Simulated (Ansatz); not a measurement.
# SiTe4H: from a guess to a relaxed structure, part 1 of 2

Aim: relax a trial structure of SiTe4H and see where it ends.

Program: Ansatz 0.2.0. Level of theory: DFT PBE, scalar-relativistic, plane waves, PAW. These are calculated values, not measurements.

## Step 1: The structure to begin with

It takes space group F-43m (No. 216, cubic). The conventional cell has a = 8.484 Å, b = 8.484 Å, c = 8.484 Å, α = 90.00°, β = 90.00°, γ = 90.00°. Si (site symmetry -43m) is surrounded by 12 Te at 3.52 Å and 4 H at 3.67 Å. Around Te (site symmetry 3m) lie 6 Te at 2.98 to 3.02 Å. Around H (site symmetry -43m) lie 12 Te at 3.52 Å and 4 Si at 3.67 Å.

As a file:

```cif
data_structure
_symmetry_space_group_name_H-M 'F-43m'
_symmetry_Int_Tables_number 216
_cell_length_a 8.4839
_cell_length_b 8.4839
_cell_length_c 8.4839
_cell_angle_alpha 90.000
_cell_angle_beta 90.000
_cell_angle_gamma 90.000
_cell_volume 610.65
loop_
_atom_site_label
_atom_site_type_symbol
_atom_site_symmetry_multiplicity
_atom_site_Wyckoff_symbol
_atom_site_fract_x
_atom_site_fract_y
_atom_site_fract_z
_atom_site_occupancy
Si1 Si 4 a 0.00000 0.00000 0.00000 1
Te1 Te 16 e 0.87423 0.37423 0.87423 1
H1 H 4 d 0.25000 0.25000 0.75000 1
```

A structure generator made this guess: species swapped into a database cell of HoCdCu4 (F-43m, No. 216), with H on the Ho sites, Si on the Cd sites and Te on the Cu sites. Lengths come from tabulated atomic sizes and are only a guess.

## Step 2: A first look at the guess

input.yaml reads:

```yaml
crystal:
  lattice:
    - [0.0, 4.24196825, 4.24196825]
    - [4.24196825, 0.0, 4.24196825]
    - [4.24196825, 4.24196825, 0.0]
  atoms:
    - { symbol: Si, position: [0.0, 0.0, 0.0] }
    - { symbol: Te, position: [0.62577, 0.62577, 0.12269] }
    - { symbol: Te, position: [0.62577, 0.12269, 0.62577] }
    - { symbol: Te, position: [0.12269, 0.62577, 0.62577] }
    - { symbol: Te, position: [0.62577, 0.62577, 0.62577] }
    - { symbol: H, position: [0.25, 0.25, 0.25] }
basis:
  ecutwfc: 420
kpoints:
  mp_grid: { grid: [4, 4, 4] }
hamiltonian:
  xc: pbe
scf:
  occupations: { method: gaussian, width: 0.1 }
  lower_state_search: "off"
output:
  forces: true
  stress: true
  eigenvalues: true
```

The run is started by

```bash
ansatz run input.yaml --threads 1 --pin off --max-ram 2560MiB --backend cpu --events-out ev --progress --plain --runs-dir out
```

The log of the run, cut to the lines that bear on the results:

```text
Warning: RAYON_NUM_THREADS=1 ignored (pool sized by the plan → 1); use --threads N
[...]
Pseudopotentials: kind: paw
Pseudopotential: Si, paw, valence charge 4, recommended cutoff 420 eV (normal), Si.paw.azcp
Pseudopotential: Te, paw, valence charge 16, recommended cutoff 420 eV (normal), Te.paw.azcp
Pseudopotential: H, paw, valence charge 1, recommended cutoff 420 eV (normal), H.paw.azcp
Functional definition: PBE
[...]
Crystal: 6 atoms, lattice volume = 152.662 Å³
Basis set: ecut = 420 eV, 2975 PW (Γ), exchange–correlation on 90×90×90 points (8 copies of the dense FFT grid, shifted against one another)
Bands: 42, of which v1, the nominal top of the filled ones, is band 35 counted from 1 (34 counted from 0)
Symmetry: 24 space group operations
Space group: F-43m (ITA 216), of the structure as read, at distance tolerance 5.3e-5 Å
k-points: 8 of 64 (time reversal used)
[...]
SCF iter   1: F=—  HF=-28565.033128 eV  |F-HF|=—  |Δ(HF+E_count)|=         —  Δρ=1.08e-2  dr2=5.75e-1  ethr=1.77e-3  ⟨swp⟩=10.0  Hψ=1574  notcnv=0
[...]
SCF iter   9: F=-28564.928329 eV  HF=-28564.928329 eV  |F-HF|=2.36e-8  |Δ(HF+E_count)|=   2.14e-8  Δρ=3.43e-6  dr2=3.33e-8  ethr=1.45e-10  ⟨swp⟩=11.5  Hψ=1322  notcnv=0
[...]
SCF converged after 9 iterations
Free energy (F): -28564.928329 eV
[...]
E sigma→0 (E₀):  -28564.916449 eV
Entropy (-TS):   -0.023761 eV (-3.960 meV/atom)
Fermi energy:    9.280201 eV
[...]
--- Forces (eV/Å), atoms counted from 1 ---
  atom   1  Si     0.00000000    -0.00000000    -0.00000000
  atom   2  Te     0.22242442     0.22242442    -0.22242442
  atom   3  Te     0.22242442    -0.22242442     0.22242442
  atom   4  Te    -0.22242442     0.22242442     0.22242442
  atom   5  Te    -0.22242442    -0.22242442    -0.22242442
  atom   6  H      0.00000000    -0.00000000     0.00000000
[...]
--- Stress (GPa, compression-positive) ---
        5.604515       0.000000       0.000000
       -0.000000       5.604515      -0.000000
        0.000000      -0.000000       5.604515
  P = ⅓ Tr σ = 5.6045 GPa (56.045 kbar)
--- Band table (eV; the first three rows and the last of 8) ---
[...]
```

Wall time 4.8 s (1 thread of Intel Xeon at 2.70GHz, shared host); peak memory 0.4 GiB.

From the probe: pressure 5.6 GPa, largest force 0.39 eV/Å, gap on this mesh none (metal). A guess like this is first relaxed loosely on the coarse mesh.

## Step 3: A loose first relaxation

Changes to input.yaml since step 2:

```diff
@@ -25 +25,6 @@
   eigenvalues: true
+relax:
+  adjacent_minimum: "off"
+  f_tol: 0.04
+  max_steps: 70
+  cell: { stress_tol: 0.4 }
```

The run is started by

```bash
ansatz run input.yaml --threads 1 --pin off --max-ram 2560MiB --backend cpu --events-out ev --progress --plain --runs-dir out
```

The log of the run:

```text
Warning: RAYON_NUM_THREADS=1 ignored (pool sized by the plan → 1); use --threads N
Engine: ansatz 0.2.0, x86_64-unknown-linux-gnu
[... 5 set-up lines as earlier in the session ...]
  parameter kappa = 0.804
  parameter beta = 0.06672455060314922
  exchange = pbe_x(kappa = kappa, mu = beta*pi^2/3)
  correlation = pbe_c(beta = beta)
Crystal: 6 atoms, lattice volume = 152.662 Å³
Basis set: ecut = 420 eV, 2975 PW (Γ), exchange–correlation on 90×90×90 points (8 copies of the dense FFT grid, shifted against one another)
Bands: 42, of which v1, the nominal top of the filled ones, is band 35 counted from 1 (34 counted from 0)
[... 2 set-up lines as earlier in the session ...]
k-points: 8 of 64 (time reversal used)
Non-local potential: Si, projectors of the file, l = 0: 2, l = 1: 2, l = 2: 2
Non-local potential: Te, projectors of the file, l = 0: 2, l = 1: 2, l = 2: 2, l = 3: 2
Non-local potential: H, projectors of the file, l = 0: 2, l = 1: 1
PAW form: soft (Blöchl's): semilocal exchange-correlation on the pseudo side does not see the compensation charge
PAW one-centre angular grid: Si, 110 points (default); XC on 64 Gauss nodes
PAW one-centre angular grid: Te, 590 points (default); XC on 64 Gauss nodes
PAW one-centre angular grid: H, 110 points (default); XC on 64 Gauss nodes
Initial density: superposition of atomic densities (neutral atoms: chi_scale 0, normalization atom), corrected by the library's trained network
Initial wavefunctions: pseudopotential atomic-orbital guess
Functional: x = pbe(κ = 0.804, μ = 0.2195149727645171), c = pbe(β = 0.06672455060314922)
SCF iter   1: F=—  HF=-28565.033130 eV  |F-HF|=—  |Δ(HF+E_count)|=         —  Δρ=1.08e-2  dr2=5.75e-1  ethr=1.77e-3  ⟨swp⟩=10.0  Hψ=1574  notcnv=0
preconditioner: auto → Resta (q_TF=auto, 2.390 Å⁻¹)  ε∞=5.3  [insulator: Δε(μ)=0.206 eV  Ē_g=7.792 eV  σ=0.100 eV  W_gap=0.86  n_scr=26 (ndim 8)  ℏωp=16.2 eV  f_vac=0.000  D(μ)=1.73/eV (n_scr^D=8)  ε∞_Penn≈5.3]
SCF iter   2: F=—  HF=-28564.949278 eV  |F-HF|=—  |Δ(HF+E_count)|=   8.39e-2  Δρ=4.89e-3  dr2=1.35e-1  ethr=8.34e-4  ⟨swp⟩=1.1  Hψ=403  notcnv=0  defer=8
SCF iter   3: F=—  HF=-28564.928424 eV  |F-HF|=—  |Δ(HF+E_count)|=   2.09e-2  Δρ=1.69e-3  dr2=6.71e-3  ethr=1.95e-4  ⟨swp⟩=2.0  Hψ=373  notcnv=0  defer=8
SCF iter   4: F=—  HF=-28564.928826 eV  |F-HF|=—  |Δ(HF+E_count)|=   4.02e-4  Δρ=1.03e-3  dr2=4.13e-3  ethr=9.72e-6  ⟨swp⟩=2.0  Hψ=375  notcnv=0  defer=8
SCF iter   5: F=—  HF=-28564.928364 eV  |F-HF|=—  |Δ(HF+E_count)|=   4.62e-4  Δρ=3.78e-4  dr2=6.20e-4  ethr=5.99e-6  ⟨swp⟩=1.6  Hψ=351  notcnv=0  defer=8
SCF iter   6: F=—  HF=-28564.928286 eV  |F-HF|=—  |Δ(HF+E_count)|=   7.87e-5  Δρ=8.04e-5  dr2=3.13e-5  ethr=8.99e-7  ⟨swp⟩=2.0  Hψ=337  notcnv=0  defer=8
SCF iter   7: F=—  HF=-28564.928329 eV  |F-HF|=—  |Δ(HF+E_count)|=   4.38e-5  Δρ=1.33e-5  dr2=9.49e-7  ethr=4.54e-8  ⟨swp⟩=2.0  Hψ=392  notcnv=0  defer=8
SCF iter   8: F=—  HF=-28564.928329 eV  |F-HF|=—  |Δ(HF+E_count)|=   1.90e-8  Δρ=9.60e-6  dr2=2.63e-7  ethr=1.38e-9  ⟨swp⟩=2.0  Hψ=446  notcnv=0  defer=8
SCF iter   9: F=-28564.928329 eV  HF=-28564.928329 eV  |F-HF|=2.34e-8  |Δ(HF+E_count)|=   2.15e-8  Δρ=3.42e-6  dr2=3.30e-8  ethr=1.45e-10  ⟨swp⟩=11.5  Hψ=1322  notcnv=0
SCF 1 converged in 9 iterations: F = -28564.928329 eV  dr2 = 3.30e-8
relax step   1: F+E_penalty+E_count = -28564.92832938 eV  Δ(F+E_penalty+E_count) = +0.000e0 eV  max|allowed force component| = 2.224e-1 eV/Å  Δτ_max = 0.0000 Å  P = +5.605 GPa  Ω = 152.662 Å³  (9 SCF iters, dr2 threshold 1.00e-7 eV, accepted)
Crystal: 6 atoms, lattice volume = 176.095 Å³
Basis set: ecut = 420 eV, 3479 PW (Γ), exchange–correlation on 90×90×90 points (8 copies of the dense FFT grid, shifted against one another)
Initial density: handed on by an earlier stage of this run
Initial wavefunctions: those handed on with the density
iter 1 solved again at ethr=2.76e-3 eV; its pass at ethr=3.10e-3 eV (dr2=1.90e0 eV) is discarded
SCF iter   1: F=—  HF=-28565.405215 eV  |F-HF|=—  |Δ(HF+E_count)|=         —  Δρ=1.99e-2  dr2=1.93e0  ethr=2.76e-3  ⟨swp⟩=1.0  Hψ=2003  notcnv=0
preconditioner: auto → Resta (q_TF=auto, 2.334 Å⁻¹)  ε∞=5.3  [insulator: Δε(μ)=0.117 eV  Ē_g=7.239 eV  σ=0.100 eV  W_gap=0.58  n_scr=26 (ndim 8)  ℏωp=15.1 eV  f_vac=0.000  D(μ)=8.18/eV (n_scr^D=64)  ε∞_Penn≈5.3]
SCF iter   2: F=—  HF=-28565.220172 eV  |F-HF|=—  |Δ(HF+E_count)|=   1.85e-1  Δρ=5.58e-3  dr2=1.98e-1  ethr=2.76e-3  ⟨swp⟩=1.8  Hψ=348  notcnv=0
SCF iter   3: F=—  HF=-28565.199512 eV  |F-HF|=—  |Δ(HF+E_count)|=   2.07e-2  Δρ=1.88e-3  dr2=2.14e-2  ethr=2.87e-4  ⟨swp⟩=1.1  Hψ=401  notcnv=0  defer=1
SCF iter   4: F=—  HF=-28565.199022 eV  |F-HF|=—  |Δ(HF+E_count)|=   4.90e-4  Δρ=3.31e-4  dr2=1.02e-4  ethr=3.11e-5  ⟨swp⟩=1.9  Hψ=351  notcnv=0  defer=1
SCF iter   5: F=—  HF=-28565.199369 eV  |F-HF|=—  |Δ(HF+E_count)|=   3.47e-4  Δρ=6.40e-5  dr2=1.03e-5  ethr=1.47e-7  ⟨swp⟩=2.1  Hψ=452  notcnv=0  defer=1
SCF iter   6: F=—  HF=-28565.199372 eV  |F-HF|=—  |Δ(HF+E_count)|=   2.81e-6  Δρ=2.17e-5  dr2=8.61e-7  ethr=1.49e-8  ⟨swp⟩=2.0  Hψ=607  notcnv=0  defer=1
SCF iter   7: F=-28565.199373 eV  HF=-28565.199373 eV  |F-HF|=5.44e-9  |Δ(HF+E_count)|=   2.75e-7  Δρ=5.29e-6  dr2=5.88e-8  ethr=8.70e-10  ⟨swp⟩=10.9  Hψ=1450  notcnv=0
SCF 2 converged in 7 iterations: F = -28565.199373 eV  dr2 = 5.88e-8
relax step   2: F+E_penalty+E_count = -28565.19937252 eV  Δ(F+E_penalty+E_count) = -2.710e-1 eV  max|allowed force component| = 1.005e-1 eV/Å  Δτ_max = 0.0374 Å  P = -1.039 GPa  Ω = 176.095 Å³  energy of the carried Pulay correction = -5.049e-3 eV  (7 SCF iters, dr2 threshold 6.00e-7 eV, accepted)
Crystal: 6 atoms, lattice volume = 171.975 Å³
Basis set: ecut = 420 eV, 3383 PW (Γ), exchange–correlation on 90×90×90 points (8 copies of the dense FFT grid, shifted against one another)
iter 1 solved again at ethr=4.45e-5 eV; its pass at ethr=3.10e-3 eV (dr2=3.07e-2 eV) is discarded
SCF iter   1: F=—  HF=-28565.226453 eV  |F-HF|=—  |Δ(HF+E_count)|=         —  Δρ=2.59e-3  dr2=3.08e-2  ethr=4.45e-5  ⟨swp⟩=1.0  Hψ=1764  notcnv=0
preconditioner: auto → Kerker (q_TF=auto, 2.343 Å⁻¹)  [metal: Δε(μ)=0.118 eV  Ē_g=7.294 eV  σ=0.100 eV  W_gap=0.50  n_scr=26 (ndim 8)  ℏωp=15.2 eV  f_vac=0.000  D(μ)=7.58/eV (n_scr^D=58)]
SCF iter   2: F=—  HF=-28565.223592 eV  |F-HF|=—  |Δ(HF+E_count)|=   2.86e-3  Δρ=1.22e-3  dr2=7.96e-3  ethr=4.45e-5  ⟨swp⟩=1.0  Hψ=336  notcnv=0
SCF iter   3: F=—  HF=-28565.222627 eV  |F-HF|=—  |Δ(HF+E_count)|=   9.65e-4  Δρ=1.92e-4  dr2=2.22e-4  ethr=1.15e-5  ⟨swp⟩=1.9  Hψ=346  notcnv=0
SCF iter   4: F=—  HF=-28565.222655 eV  |F-HF|=—  |Δ(HF+E_count)|=   2.86e-5  Δρ=3.46e-5  dr2=3.35e-6  ethr=3.22e-7  ⟨swp⟩=2.0  Hψ=375  notcnv=0
SCF iter   5: F=—  HF=-28565.222657 eV  |F-HF|=—  |Δ(HF+E_count)|=   1.79e-6  Δρ=2.01e-5  dr2=8.45e-7  ethr=4.85e-9  ⟨swp⟩=3.0  Hψ=705  notcnv=0
SCF iter   6: F=-28565.222657 eV  HF=-28565.222657 eV  |F-HF|=1.67e-8  |Δ(HF+E_count)|=   3.34e-7  Δρ=8.38e-6  dr2=1.29e-7  ethr=8.70e-10  ⟨swp⟩=6.2  Hψ=1308  notcnv=0
SCF 3 converged in 6 iterations: F = -28565.222657 eV  dr2 = 1.29e-7
relax step   3: F+E_penalty+E_count = -28565.22265742 eV  Δ(F+E_penalty+E_count) = -2.328e-2 eV  max|allowed force component| = 2.831e-2 eV/Å  Δτ_max = 0.0121 Å  P = -0.238 GPa  Ω = 171.975 Å³  energy of the carried Pulay correction = -4.213e-3 eV  (6 SCF iters, dr2 threshold 6.00e-7 eV, accepted)
Initial wavefunctions: pseudopotential atomic-orbital guess (no wavefunctions were taken with the density)
iter 1 solved again at ethr=7.32e-7 eV; its pass at ethr=3.10e-3 eV (dr2=5.05e-4 eV) is discarded
SCF iter   1: F=—  HF=-28565.223313 eV  |F-HF|=—  |Δ(HF+E_count)|=         —  Δρ=4.22e-4  dr2=1.26e-5  ethr=7.32e-7  ⟨swp⟩=3.4  Hψ=2355  notcnv=0
preconditioner: auto → Kerker (q_TF=auto, 2.343 Å⁻¹)  [metal: Δε(μ)=0.008 eV  Ē_g=7.284 eV  σ=0.100 eV  W_gap=0.05  n_scr=26 (ndim 8)  ℏωp=15.2 eV  f_vac=0.000  D(μ)=7.89/eV (n_scr^D=64)]
SCF iter   2: F=—  HF=-28565.225826 eV  |F-HF|=—  |Δ(HF+E_count)|=   2.51e-3  Δρ=2.14e-4  dr2=3.19e-6  ethr=1.83e-8  ⟨swp⟩=2.8  Hψ=647  notcnv=0
SCF iter   3: F=—  HF=-28565.226698 eV  |F-HF|=—  |Δ(HF+E_count)|=   8.72e-4  Δρ=2.22e-5  dr2=9.68e-8  ethr=4.62e-9  ⟨swp⟩=2.9  Hψ=603  notcnv=0
SCF iter   4: F=—  HF=-28565.226706 eV  |F-HF|=—  |Δ(HF+E_count)|=   8.31e-6  Δρ=2.32e-6  dr2=1.64e-8  ethr=1.40e-10  ⟨swp⟩=2.0  Hψ=424  notcnv=0
iter 5 did not close the SCF: its close was put off for the readings that it lacked (scf_convergence_deferred on its scf_iter line)
SCF iter   5: F=-28565.226706 eV  HF=-28565.226706 eV  |F-HF|=4.11e-9  |Δ(HF+E_count)|=   5.40e-9  Δρ=9.95e-7  dr2=2.73e-9  ethr=2.37e-11  ⟨swp⟩=2.0  Hψ=424  notcnv=0
SCF iter   6: F=-28565.226706 eV  HF=-28565.226706 eV  |F-HF|=2.07e-10  |Δ(HF+E_count)|=   4.48e-9  Δρ=3.13e-7  dr2=2.38e-10  ethr=3.96e-12  ⟨swp⟩=3.8  Hψ=1246  notcnv=0
SCF 4 converged in 6 iterations: F = -28565.226706 eV  dr2 = 2.38e-10
relax step   4: F+E_penalty+E_count = -28565.22670620 eV  Δ(F+E_penalty+E_count) = -4.049e-3 eV  max|allowed force component| = 2.820e-2 eV/Å  Δτ_max = 0.0000 Å  P = -0.239 GPa  Ω = 171.975 Å³  stress off target by 2.39e-1 GPa  SCF on the basis re-selected at this cell (its energy is not comparable with the rows above)  (6 SCF iters)
basis re-selected at this cell: Δ(F+E_penalty+E_count) = -4.049e-3 eV, ΔP = -0.002 GPa vs the last step (what re-selecting the basis moved, of the pressure what is left beyond the Pulay correction that the steps carried, after the strain that the cell walked since its last selection, with what the two solves' SCF thresholds leave and, on support functions, any second-order correction that the steps lacked; it is no measure of the basis error at this ecutwfc). This SCF's stress stands 2.39e-1 GPa from its target on what of the cell is left free (relax.cell.stress_tol is 4.00e-1 GPa) and its largest allowed force component is 2.82e-2 eV/Å (relax.f_tol is 4.00e-2 eV/Å): within both
SCF converged after 6 iterations
Free energy (F): -28565.226706 eV
Harris-Foulkes:  -28565.226706 eV  (|F-HF|=2.07e-10)
Internal energy: -28565.187285 eV  (E = F + TS)
E sigma→0 (E₀):  -28565.206996 eV
Entropy (-TS):   -0.039421 eV (-6.570 meV/atom)
Fermi energy:    7.575091 eV
--- Per-component energies (eV) ---
  E_band       = -1152.185739
  E_kinetic    = 764.628225
  E_local      = -6497.855719  (includes V_loc(G=0)·N_el)
  E_nonlocal   = -1215.352510
  E_hartree    = 3890.620512
  E_xc         = -555.860214
  E_vxc        = -467.222971  (∫ρ·V_xc dr)
  E_paw        = -19158.731760  (= ΣΔE_a)
  E_vpaw       = -1517.622918  (= ΣTr[D̂ρ^β])
  E_aug_tail   = -0.001739  (compensation charges beyond the density's cutoff)
  E_ewald      = -5792.634082
  E_smearing   = -0.039421  (= −TS)
  E_closure    = 0.000000  (closes the sum)
  Σ components = -28565.226706   (vs F -28565.226706, Δ=0.00e0)
--- Forces (eV/Å), atoms counted from 1 ---
  atom   1  Si     0.00000000     0.00000000    -0.00000000
  atom   2  Te    -0.02819692    -0.02819692     0.02819692
  atom   3  Te    -0.02819692     0.02819692    -0.02819692
  atom   4  Te     0.02819692    -0.02819692    -0.02819692
  atom   5  Te     0.02819692     0.02819692     0.02819692
  atom   6  H      0.00000000     0.00000000    -0.00000000
  max |Σ_I F_I| component: 3.86e-17 eV/Å
--- Stress (GPa, compression-positive) ---
       -0.239491       0.000000       0.000000
        0.000000      -0.239491      -0.000000
        0.000000      -0.000000      -0.239491
  P = ⅓ Tr σ = -0.2395 GPa (-2.395 kbar)
--- Band table (eV; the first three rows and the last of 8) ---
  k-point 0: bands = ["-30.3067", "-30.2710", "-30.2710", "-30.2710", "-30.2609", "-30.2609", "-30.2153", "-30.2153", "-30.2153", "-30.1858", "-30.1858", "-30.1858", "-30.1694", "-30.1694", "-30.1694", "-30.1583", "-30.1583", "-30.1439", "-30.1439", "-30.1439", "-6.6809", "-2.9846", "-2.9846", "-2.9846", "-0.2127", "0.9473", "2.4866", "2.4866", "2.4866", "4.0845", "4.0845", "6.8653", "7.3429", "7.3429", "7.3429", "9.1562", "9.1562", "9.1562", "10.2333", "10.2333", "10.2333", "12.2770"]
  k-point 1: bands = ["-30.2998", "-30.2673", "-30.2673", "-30.2673", "-30.2529", "-30.2529", "-30.2257", "-30.2164", "-30.2164", "-30.1931", "-30.1931", "-30.1857", "-30.1695", "-30.1673", "-30.1673", "-30.1590", "-30.1590", "-30.1486", "-30.1486", "-30.1439", "-6.4491", "-3.8636", "-3.0414", "-3.0414", "0.4019", "0.9925", "2.7872", "2.7872", "3.3436", "4.1904", "4.1904", "6.5248", "7.4259", "7.4590", "7.4590", "8.1932", "8.1932", "8.9297", "9.1881", "10.1483", "10.1483", "12.3271"]
  k-point 2: bands = ["-30.2930", "-30.2659", "-30.2659", "-30.2535", "-30.2462", "-30.2325", "-30.2325", "-30.2253", "-30.2253", "-30.2034", "-30.2034", "-30.1858", "-30.1696", "-30.1635", "-30.1635", "-30.1603", "-30.1603", "-30.1540", "-30.1540", "-30.1439", "-6.0826", "-4.6585", "-3.0952", "-3.0952", "0.2753", "1.6870", "2.9652", "2.9652", "5.1386", "5.1763", "5.1763", "5.2143", "5.6924", "5.6924", "7.2097", "8.0292", "8.7221", "8.7221", "9.2207", "10.1175", "10.1175", "12.6635"]
  k-point 7: bands = ["-30.2769", "-30.2724", "-30.2575", "-30.2561", "-30.2399", "-30.2353", "-30.2343", "-30.2315", "-30.2134", "-30.2101", "-30.2003", "-30.2002", "-30.1667", "-30.1661", "-30.1618", "-30.1607", "-30.1585", "-30.1568", "-30.1517", "-30.1516", "-5.4962", "-5.3417", "-3.2745", "-3.2420", "0.3920", "2.6108", "2.7769", "3.4981", "4.6781", "5.0103", "5.1746", "5.4525", "5.6097", "7.3680", "7.4510", "7.5747", "8.1721", "8.4680", "8.5532", "8.7691", "8.8290", "12.4351"]
--- Relaxed structure (3 steps of the walk, 3 accepted, 1 SCFs on fresh bases) ---
  F+E_penalty+E_count = -28565.22670620 eV   max|allowed force component| = 2.820e-2 eV/Å   (the final SCF, on the basis selected at the relaxed cell)
  cell:  # Å, volume = 171.9746 Å³
    - [-5.0953720328955886e-33, 4.413788000106096, 4.413788000106096]
    - [4.413788000106096, 2.2419636944740604e-33, 4.413788000106096]
    - [4.413788000106096, 4.413788000106096, -7.744965490001297e-33]
  atoms:
    - { symbol: Si, position: [-3.407858832152634e-20, 6.815717664305246e-20, -2.7262870657220725e-19] }
    - { symbol: Te, position: [0.6240495421629707, 0.6240495421629707, 0.12785137351108844] }
    - { symbol: Te, position: [0.6240495421629707, 0.12785137351108844, 0.6240495421629706] }
    - { symbol: Te, position: [0.12785137351108844, 0.6240495421629707, 0.6240495421629706] }
    - { symbol: Te, position: [0.6240495421629707, 0.6240495421629707, 0.6240495421629707] }
    - { symbol: H, position: [0.25000000000000006, 0.25000000000000006, 0.25000000000000006] }
```

It took 25 s on 1 thread of Intel Xeon at 2.70GHz, shared host; peak memory 0.43 GiB.

Relaxation path:

```csv
step,E - E(step 1) (eV/cell),largest force component (eV/Å),pressure (GPa),volume (Å³)
1,0.0000,0.2224,5.60,152.66
2,-0.2710,0.1005,-1.04,176.10
3,-0.2943,0.0283,-0.24,171.97
4,-0.2984,0.0282,-0.24,171.97
```

Step 1 is the start. Step 4 repeats the geometry before it on a plane-wave basis chosen anew for that cell, so its energy need not be comparable with the rows above.

Lengths and angles in the start's conventional setting:

|  | before | after | change |
| --- | --- | --- | --- |
| a (Å) | 8.484 | 8.828 | +4.1 % |
| b (Å) | 8.484 | 8.828 | +4.1 % |
| c (Å) | 8.484 | 8.828 | +4.1 % |
| volume (Å³/atom) | 25.44 | 28.66 | +12.7 % |
| shortest distance (Å) | 2.981 | 3.097 | +3.9 % |
| space group (0.01 Å) | F-43m | F-43m | same |

The run keeps the 24 symmetry operations of the start, so it could not have lowered the symmetry.

(Continued in part 2 of 2.)
